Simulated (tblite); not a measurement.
# C4H12N2SSi: the cost of one run

Programs: tblite 0.8.0 and PySCF 2.14.0, with density-fitted response routines of our own. Each step states its level of theory. These are calculated values for one molecule in the gas phase, unless marked as measured. Atoms count from 0, in the outputs and in this text.

### 1 The molecule as given

20 atoms, charge 0, multiplicity 1; geometry from: force field or distance geometry start.

Bonds of the start (Å): N0–C1 1.27, C1–C2 1.50, C2–N3 1.46, C1–C4 1.47, C4–C5 1.48, C5–S6 1.84, S6–Si7 2.15, N0–H8 1.01, C2–H9 1.11, C2–H10 1.11, N3–H11 1.05, N3–H12 1.02, C4–H13 1.12, C4–H14 1.12, C5–H15 1.12, C5–H16 1.08, Si7–H17 1.47, Si7–H18 1.48, Si7–H19 1.47.

### 2 Relaxing the molecule with GFN2-xTB

Job settings and geometry (Å):

```
{"job": {"kind": "relax", "xc": "GFN2-xTB", "basis": "xTB"}, "charge": 0, "multiplicity": 1}
N     -1.968300    -0.238300    -0.865300
C     -1.211300    -0.122700     0.143800
C     -1.834300     0.345400     1.421300
N     -3.254800     0.616200     1.249800
C      0.226000    -0.445100     0.127900
C      0.779800    -0.908200    -1.165300
S      2.579500    -1.236200    -0.970100
Si     3.491400     0.669900    -0.577700
H     -1.558800    -0.561000    -1.733900
H     -1.282800     1.262900     1.706500
H     -1.738600    -0.460900     2.172700
H     -3.868800     0.147500     1.967900
H     -3.608500     0.521600     0.295900
H      0.425200    -1.218000     0.910300
H      0.779400     0.462800     0.468600
H      0.690100    -0.054600    -1.879400
H      0.371300    -1.793100    -1.619200
H      2.416100     1.615200    -0.250500
H      4.040400     1.126200    -1.869000
H      4.521700     0.591400     0.462600
```

On the command line:

```sh
$ OMP_NUM_THREADS=1 python probes_run.py task.json out
```

This one command runs all jobs of the session in turn.

Q: Estimate the wall time and peak memory of this first job on 1 thread of Intel Xeon Platinum 8488C, shared host.

About 1.2 s, with a peak of 0.18 GiB.
